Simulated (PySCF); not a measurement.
**Gd2H6: forces at shaken geometries**

How stiff is Gd2H6? Its atoms are displaced at random by several amounts. It is a constructed species; whether it can be made isn't addressed.

Method: PBE0, Gd lcecp-1-SVP with ECP53, H def2-SVP; scalar-relativistic core potentials, no spin–orbit coupling; program: PySCF 2.14.0.

2 further runs of the same task are left out: 2 for a known fault of the program.

## Step 1: Where the work starts

8 atoms, charge 0, spin multiplicity 1.

Bond lengths: Gd1–Gd2 3.602 Å, Gd1–H3 2.194 Å, Gd1–H4 2.194 Å, Gd1–H5 2.019 Å, Gd1–H6 2.019 Å, Gd2–H3 2.194 Å, Gd2–H4 2.194 Å, Gd2–H7 2.019 Å, Gd2–H8 2.019 Å. Angles: Gd2–Gd1–H3 34.8°, Gd2–Gd1–H4 34.8°, Gd2–Gd1–H5 122.7°, Gd2–Gd1–H6 122.7°, H3–Gd1–H4 69.7°, H3–Gd1–H5 116.3°, H3–Gd1–H6 116.3°, H4–Gd1–H5 116.3°, H4–Gd1–H6 116.3°, H5–Gd1–H6 114.5°, Gd1–Gd2–H3 34.8°, Gd1–Gd2–H4 34.8°, Gd1–Gd2–H7 122.7°, Gd1–Gd2–H8 122.7°, H3–Gd2–H4 69.7°, H3–Gd2–H7 116.3°, H3–Gd2–H8 116.3°, H4–Gd2–H7 116.3° and more.

As a file:

```
Gd    0.00000    0.00000    1.80088
Gd    0.00000    0.00000   -1.80088
H     1.25373    0.00000    0.00000
H    -1.25373    0.00000    0.00000
H     0.00000    1.69841    2.89234
H     0.00000   -1.69841    2.89234
H     0.00000    1.69841   -2.89234
H     0.00000   -1.69841   -2.89234
```

Formal oxidation states: Gd +3. Each metal's 7 4f electrons lie in its core potential, so multiplicities, spins and levels count the valence alone. An earlier session relaxed this geometry at PBE0, Gd lcecp-1-SVP with ECP53, H def2-SVP (singlet, point group D2h).

Its energy there is -75.278522 Eh.

## Step 2: Atoms moved at random, σ = 0.1 Å

The input, run.py (the lines that set the calculation):

```python
mol = gto.M(atom='''
Gd     0.08755     0.01374     1.94798
Gd     0.19496    -0.13603    -2.03603
H      1.19015    -0.03365    -0.03096
H     -1.27347     0.04640     0.17315
H      0.02851     1.89482     2.87337
H     -0.09161    -1.73687     2.87088
H     -0.04917     1.62222    -2.91595
H     -0.08693    -1.67062    -2.88245''',
    basis={'Gd': 'lcecp-1-SVP', 'H': 'def2-SVP'},
    ecp={'Gd': 'lcecp-1-SVP'},
    charge=0, spin=0)
mf = dft.RKS(mol, xc='PBE0')
mf.grids.atom_grid = (50, 194)  # f atoms: unpruned, at least (60, 302)
mf = mf.density_fit()  # fitting sets: Gd AutoAux, H def2-universal-JKFIT
mf.conv_tol = 1e-08; mf.max_cycle = 55
mf.kernel(dm0)  # dm0: the density of the relaxed state
```

Command:

```
> OMP_NUM_THREADS=2 python run.py
```

## Step 3: Atoms moved at random, σ = 0.1 Å

The input, run.py (the lines that set the calculation):

```python
mol = gto.M(atom='''
Gd    -0.06934    -0.09078     1.74250
Gd     0.05554    -0.00200    -1.85860
H      1.30154     0.15226     0.06573
H     -1.34341    -0.04459    -0.05190
H      0.05006     1.78337     2.91151
H      0.10830    -1.81672     2.88876
H      0.06289     1.71443    -2.77402
H     -0.16558    -1.69597    -2.92399''',
    basis={'Gd': 'lcecp-1-SVP', 'H': 'def2-SVP'},
    ecp={'Gd': 'lcecp-1-SVP'},
    charge=0, spin=0)
mf = dft.RKS(mol, xc='PBE0')
mf.grids.atom_grid = (50, 194)  # f atoms: unpruned, at least (60, 302)
mf = mf.density_fit()  # fitting sets: Gd AutoAux, H def2-universal-JKFIT
mf.conv_tol = 1e-08; mf.max_cycle = 55
mf.kernel(dm0)  # dm0: the density of the relaxed state
```

## Step 4: Atoms moved at random, σ = 0.06 Å

The input, run.py (the lines that set the calculation):

```python
mol = gto.M(atom='''
Gd    -0.00871     0.14183     1.78309
Gd     0.01636    -0.01505    -1.87166
H      1.31692    -0.01468    -0.01656
H     -1.30570    -0.04606     0.11328
H     -0.03990     1.63636     2.93744
H      0.03184    -1.70054     2.84621
H      0.00087     1.69505    -2.81046
H     -0.01168    -1.69691    -2.98133''',
    basis={'Gd': 'lcecp-1-SVP', 'H': 'def2-SVP'},
    ecp={'Gd': 'lcecp-1-SVP'},
    charge=0, spin=0)
mf = dft.RKS(mol, xc='PBE0')
mf.grids.atom_grid = (50, 194)  # f atoms: unpruned, at least (60, 302)
mf = mf.density_fit()  # fitting sets: Gd AutoAux, H def2-universal-JKFIT
mf.conv_tol = 1e-08; mf.max_cycle = 55
mf.kernel(dm0)  # dm0: the density of the relaxed state
```

**Question.** What will these runs give? Wanted: for each run, σ; energy rise; harmonic estimate −½ F·u; largest force component.

**Answer**, as computed:

| σ (Å) | energy rise (eV) | harmonic estimate −½ F·u (eV) | largest force component (eV/Å) |
| --- | --- | --- | --- |
| 0.1 | 0.892 | 0.788 | 3.33 |
| 0.1 | 0.263 | 0.251 | 1.05 |
| 0.06 | 0.280 | 0.271 | 2.08 |

Every displacement raises the energy. For a harmonic well the rise equals −½ F·u; the two differ by at most 12 % here (a move with σ = 0.1 Å), from anharmonicity, the grid and the small forces left at the relaxed point. The bases are small and lack diffuse functions. Spin–orbit coupling is left out.
